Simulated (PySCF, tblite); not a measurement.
# C₅H₈NSe radical: geometry, infrared bands and EPR parameters

Aim: predict the infrared bands and EPR parameters of C₅H₈NSe radical (`CCC1=N[Se][CH]C1`).

The runs use tblite 0.8.0 and PySCF 2.14.0, with density-fitted response routines of our own; the level of theory stands in each step. All values are computed, except where a source is named. Atoms are numbered from 0 throughout.

### Step 1. The molecule as given

15 atoms, charge 0, multiplicity 2; geometry from: force field or distance geometry start.

Bonds of the start (Å): C0–C1 1.52, C1–C2 1.51, C2–N3 1.29, N3–Se4 1.86, Se4–C5 1.94, C5–C6 1.52, C6–C2 1.49, C0–H7 1.12, C0–H8 1.11, C0–H9 1.12, C1–H10 1.12, C1–H11 1.10, C5–H12 1.12, C6–H13 1.11, C6–H14 1.10.

### Step 2. Optimising the geometry with GFN2-xTB

The job: settings as JSON, then the geometry in Å.

```
{"job": {"kind": "relax", "xc": "GFN2-xTB", "basis": "xTB"}, "charge": 0, "multiplicity": 2}
C     -2.022800     0.518800     0.270600
C     -1.138300    -0.460100    -0.477700
C      0.306900    -0.008800    -0.447600
N      0.658900     1.038600    -1.119000
Se     2.481500     1.427300    -1.047300
C      2.595500     0.108800     0.365400
C      1.365000    -0.773800     0.260200
H     -1.693800     0.630900     1.331200
H     -1.998800     1.513300    -0.221100
H     -3.082000     0.149400     0.266500
H     -1.220900    -1.463000     0.015200
H     -1.480400    -0.568100    -1.518400
H      2.591700     0.649500     1.349700
H      1.022900    -1.079300     1.273400
H      1.610300    -1.675400    -0.323200
```

Run with:

```
$ OMP_NUM_THREADS=1 python probes_run.py task.json out
```

This one command runs all jobs of the session in turn.

**Question.** This job is followed by: GFN2-xTB harmonic vibrations, gas phase; UKS B3LYP, def2-TZVP-core on Se, pcH-1 on C H N, non-relativistic, mean-field spin-orbit, GIAO. Predict these results of the whole session: strongest single infrared mode (GFN2-xTB); zero-point energy (GFN2-xTB); g(iso) (B3LYP); ⟨S²⟩; largest a(iso) (averaged by class); potential on the surface of density 0.002 e/bohr³, 1st and 99th percentile.

The runs gave:

| quantity | value |
| --- | --- |
| strongest single infrared mode (GFN2-xTB) | 3037 cm⁻¹, 40 km/mol |
| zero-point energy (GFN2-xTB) | 73.1 kcal/mol |
| g(iso) (B3LYP) | 2.00526 |
| ⟨S²⟩ | 0.756 (exact 0.75) |
| largest a(iso) (averaged by class) | 1H on H13, H14, 126.7 MHz |
| potential on the surface of density 0.002 e/bohr³, 1st and 99th percentile | -1.52 V and 0.97 V |

Relaxing lowered the energy by 0.636 eV in 111 steps; the close pair that moved most is Se4–C5, from 1.936 to 1.846 Å. All 39 modes are real, so the xTB geometry is a minimum. The strongest single mode, at 3037 cm⁻¹, moves mainly H7. Unscaled tight-binding wavenumbers are off by several per cent, some by more. Its intensities can rank the bands wrongly. C5 carries the largest spin population, 0.84 e. The isotropic g lies 2.9 ppt above the free-electron value. The hyperfine terms hold no scalar relativity, which the heavier nuclei need. These values are for one conformer; the search (at its own cheap level) found 1 more, at 0.14 kcal/mol, and measured spectra average over such forms.
